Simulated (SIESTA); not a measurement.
PbO2:

```
Pb O
1.0
     5.04736    0.00000    0.00000
     0.00000    5.95461    0.00000
     0.00000    0.00000    5.49314
Pb O
4 8
Direct
  0.00000 0.67869 0.75000
  0.50000 0.82131 0.25000
  0.00000 0.32131 0.25000
  0.50000 0.17869 0.75000
  0.73307 0.90448 0.57223
  0.23307 0.59552 0.42777
  0.76693 0.59552 0.07223
  0.26693 0.90448 0.92777
  0.73307 0.09552 0.07223
  0.23307 0.40448 0.92777
  0.76693 0.40448 0.57223
  0.26693 0.09552 0.42777
```

The cell comes from a database or a generator and needn't be the stable form of this composition.

- Program: SIESTA 5.4.2
- Task: single point
- Functional: PBEsol
- Potentials or basis: PseudoDojo 0.4 standard (PBEsol files)
- Basis: DZP (energy shift 0.003 Ry; two zetas on semicore shells)
- Grid cutoff: 800 Ry
- Energy shift: 0.003 Ry
- k mesh: 5 × 5 × 5
- Occupations: fermi-dirac, width 0.05 eV
- Spin: no spin polarisation

On this cell: pressure 6.1 GPa; largest force 0.316 eV/Å; band gap on the k mesh none (metal or under the smearing width).

The same run follows on a disturbed copy (atoms moved at random, drawn with an rms of 0.05 Å):

```
Pb O
1.0
     5.04736    0.00000    0.00000
     0.00000    5.95461    0.00000
     0.00000    0.00000    5.49314
Pb O
4 8
Direct
  0.00002 0.67911 0.75903
  0.50012 0.82351 0.25422
  0.00169 0.32355 0.25183
  0.49517 0.18128 0.76299
  0.73370 0.90529 0.58105
  0.23155 0.59391 0.43205
  0.77285 0.59486 0.07307
  0.27809 0.91489 0.92672
  0.73852 0.09744 0.07673
  0.22886 0.40523 0.93544
  0.77192 0.40191 0.57277
  0.26111 0.10079 0.42881
```

What changes?

The energy (extrapolated to zero smearing) moves by +14.3 meV/atom; pressure 6.8 GPa; largest force 1.753 eV/Å; band gap on the k mesh none (metal or under the smearing width).

Forces in eV/Å, atoms in the order of the input:
```
Pb   0.204  0.439 -0.730
Pb   0.133 -0.086  0.394
Pb  -0.301 -0.238  0.450
Pb   0.887  0.654 -1.364
O   -0.106  0.295 -0.295
O    0.358  0.161  0.183
O   -0.724  0.038  0.315
O   -0.885 -0.863  0.428
O   -0.025 -0.507 -0.107
O    0.389  0.583 -0.190
O   -0.514  0.218  0.395
O    0.583 -0.691  0.523
```

Stress tensor (GPa, compression positive):
```
 6.35 -0.22 -0.85
-0.22  6.48 -1.31
-0.85 -1.31  7.42
```

Caveats: the basis of atomic orbitals isn't converged, which shifts pressures, moduli and gaps.
